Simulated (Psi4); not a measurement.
**r2SCAN/def2-SVP run of SiH2Br2 (dibromosilane)**

Aim: the vertical ionisation energy of SiH2Br2 (dibromosilane) at r2SCAN/def2-SVP, from 2 runs. 

Program for the calculation: Psi4 1.11.

2 further runs of the same task are left out: 2 that didn't finish.

**1. The structure to begin with**

The species is SiH2Br2 (5 atoms), meant as a singlet with charge 0. As SMILES, `Br[SiH2]Br`. Geometry: relaxed at PBE0-D4/def2-TZVP.

Bond lengths: Br1–Si2 2.207 Å, Si2–Br3 2.207 Å, Si2–H4 1.476 Å, Si2–H5 1.476 Å. Angles: Br1–Si2–Br3 110.8°, Br1–Si2–H4 108.4°, Br1–Si2–H5 108.4°, Br3–Si2–H4 108.4°, Br3–Si2–H5 108.4°, H4–Si2–H5 112.5°.

**2. Energy and forces at r2SCAN/def2-SVP**

Contents of input.in:

```
memory 2.2 GB

molecule {
  Br    -1.672690    -1.239290     0.362310
  Si     0.158230    -0.046290     0.054680
  Br    -0.295570     1.814160    -1.042010
  H      1.103430    -0.843230    -0.751710
  H      0.706590     0.314640     1.376730
  units angstrom
  symmetry c1
}

set reference rks
set puream true
set e_convergence 1e-09
set d_convergence 1e-08
set scf_type pk
set dft_radial_points 99
set dft_spherical_points 590

e_tot = gradient("r2scan/def2-SVP")
```

The run is started by

```console
psi4 input.in input.out -n 1
```

input.out:

```text
[...]
  Running in c1 symmetry.
[...]
  Nuclear repulsion =  448.279262821226382
[...]
  Multiplicity = 1
[...]
  Nalpha       = 43
  Nbeta        = 43
[...]
    Number of basis functions: 92
[...]
   @RKS iter   1: -5437.71953935129568   -2.25434e+00   2.14107e-02 DIIS/ADIIS
[...]
   @RKS iter  10: -5438.33465362024708   -1.27329e-11   6.84697e-09 DIIS
[...]
    Orbital Energies [Eh]
    ---------------------
    Doubly Occupied:
       1A   -482.168738     2A   -482.168718     3A    -65.896030
       4A    -62.279570     5A    -62.279553     6A    -56.075584
       7A    -56.075572     8A    -56.073423     9A    -56.073404
      10A    -56.073293    11A    -56.073277    12A     -8.638223
      13A     -8.638210    14A     -6.445310    15A     -6.445298
      16A     -6.436354    17A     -6.436342    18A     -6.435876
      19A     -6.435865    20A     -5.283105    21A     -3.630249
      22A     -3.628029    23A     -3.625020    24A     -2.543261
      25A     -2.543249    26A     -2.540879    27A     -2.540867
      28A     -2.540529    29A     -2.540516    30A     -2.533866
      31A     -2.533859    32A     -2.533855    33A     -2.533848
      34A     -0.767456    35A     -0.745168    36A     -0.517119
[...]
  @RKS Final Energy: -5438.33465362024708
   => Energetics <=
    Nuclear Repulsion Energy =            448.2792628212263821
    One-Electron Energy =               -8460.8714527694955905
    Two-Electron Energy =                2778.6166671439577840
    DFT Exchange-Correlation Energy =    -204.3591308159361404
    Empirical Dispersion Energy =           0.0000000000000000
    VV10 Nonlocal Energy =                  0.0000000000000000
    Total Energy =                      -5438.3346536202470816
[...]
 Multipole Moments:
 ------------------------------------------------------------------------------------
     Multipole            Electronic (a.u.)      Nuclear  (a.u.)        Total (a.u.)
 ------------------------------------------------------------------------------------
 L = 1.  Multiply by 2.5417464519 to convert [e a0] to [Debye]
 Dipole X            :         -5.9939550            6.4150284            0.4210734
 Dipole Y            :          1.7505977           -1.8737448           -0.1231471
 Dipole Z            :         -2.0698600            2.2153550            0.1454951
 Magnitude           :                                                    0.4622086
[...]
  -Total Gradient:
     Atom            X                  Y                   Z
    ------   -----------------  -----------------  -----------------
       1        0.003278854940     0.002549304607    -0.000775328471
       2       -0.000566502498     0.000162835336    -0.000195073147
       3        0.000495281247    -0.003666500531     0.002087020085
       4       -0.002065333178     0.001526128918     0.001269751120
       5       -0.001368987227    -0.000505528039    -0.002464665909
[...]
```

Wall time 72 s (1 thread of AMD EPYC (Zen 3), shared host); peak memory 0.96 GiB.

**3. The doublet cation**

Contents of job.dat:

```
memory 2200 MB

molecule {
  1 2
  Br    -1.672690    -1.239290     0.362310
  Si     0.158230    -0.046290     0.054680
  Br    -0.295570     1.814160    -1.042010
  H      1.103430    -0.843230    -0.751710
  H      0.706590     0.314640     1.376730
  units angstrom
  symmetry c1
}

set {
  basis def2-SVP
  reference uks
  puream true
  e_convergence 1e-09
  d_convergence 1e-08
  scf_type pk
  dft_radial_points 99
  dft_spherical_points 590
  maxiter 100
}

result = gradient("r2scan")
print_variables()
```

The run is started by

```console
psi4 -n 1 job.dat job.out
```

job.out:

```text
[...]
  Running in c1 symmetry.
[...]
  Nuclear repulsion =  448.279262821226382
[...]
  Multiplicity = 2
[...]
  Nalpha       = 43
  Nbeta        = 42
[...]
    Number of basis functions: 92
[...]
   @UKS iter   1: -5437.44215436375544   -1.97696e+00   2.05631e-02 ADIIS/DIIS
[...]
   @UKS iter  17: -5437.94989801609609    1.81899e-12   3.44177e-09 DIIS
[...]
   @S^2 Observed:                7.539309579E-01
[...]
    Orbital Energies [Eh]
    ---------------------
    Alpha Occupied:
       1A   -482.414103     2A   -482.414086     3A    -66.116590
       4A    -62.523952     5A    -62.523939     6A    -56.320013
       7A    -56.319999     8A    -56.319548     9A    -56.319541
      10A    -56.317146    11A    -56.317129    12A     -8.882960
      13A     -8.882950    14A     -6.687798    15A     -6.687791
      16A     -6.686304    17A     -6.686294    18A     -6.678044
      19A     -6.678036    20A     -5.505942    21A     -3.852630
      22A     -3.850599    23A     -3.848170    24A     -2.788179
      25A     -2.788169    26A     -2.787929    27A     -2.787919
      28A     -2.781713    29A     -2.781705    30A     -2.780691
      31A     -2.780681    32A     -2.778963    33A     -2.778954
      34A     -1.005950    35A     -0.985197    36A     -0.744751
[...]
  @UKS Final Energy: -5437.94989801609609
   => Energetics <=
    Nuclear Repulsion Energy =            448.2792628212263821
    One-Electron Energy =               -8440.4253928099442419
    Two-Electron Energy =                2758.2078967974589432
    DFT Exchange-Correlation Energy =    -204.0116648248377373
    Empirical Dispersion Energy =           0.0000000000000000
    VV10 Nonlocal Energy =                  0.0000000000000000
    Total Energy =                      -5437.9498980160960855
[...]
 Multipole Moments:
 ------------------------------------------------------------------------------------
     Multipole            Electronic (a.u.)      Nuclear  (a.u.)        Total (a.u.)
 ------------------------------------------------------------------------------------
 L = 1.  Multiply by 2.5417464519 to convert [e a0] to [Debye]
 Dipole X            :         -5.4158281            6.4150284            0.9992003
 Dipole Y            :          1.5819490           -1.8737448           -0.2917957
 Dipole Z            :         -1.8703240            2.2153550            0.3450311
 Magnitude           :                                                    1.0966278
[...]
  -Total Gradient:
     Atom            X                  Y                   Z
    ------   -----------------  -----------------  -----------------
       1        0.000891415752     0.005235790138    -0.002682055395
       2        0.009364737906    -0.002726409374     0.003228889575
       3       -0.003479758388    -0.004497978228     0.001798108692
       4       -0.004869876750     0.004944429468     0.005963418700
       5       -0.002190505739    -0.002872871536    -0.008406438699
[...]
```

Wall time 2.5 min (1 thread of AMD EPYC (Zen 3), shared host); peak memory 0.96 GiB.

**4. What came out**

At r2SCAN/def2-SVP:

| quantity | value |
| --- | --- |
| singlet SiH2Br2: total energy | -5438.33465 Eh |
| singlet SiH2Br2: dipole moment | 1.17 D |
| singlet SiH2Br2: HOMO energy | -7.60 eV |
| singlet SiH2Br2: LUMO energy | -1.00 eV |
| singlet SiH2Br2: HOMO–LUMO gap | 6.60 eV |
| singlet SiH2Br2: largest force on an atom | 0.218 eV/Å |
| doublet cation: total energy | -5437.94990 Eh |
| doublet cation: HOMO energy (highest over α and β) | -13.56 eV |
| doublet cation: LUMO energy (lowest over α and β) | -13.32 eV |
| doublet cation: ⟨S²⟩ | 0.754 |
| doublet cation: largest force on an atom | 0.528 eV/Å |
| vertical ionisation energy (to the doublet cation) | 10.470 eV |

In words: Removing an electron at fixed nuclei costs 10.47 eV (241 kcal/mol). −ε(HOMO) before ionisation, 7.60 eV, is 2.87 eV below this ionisation energy.
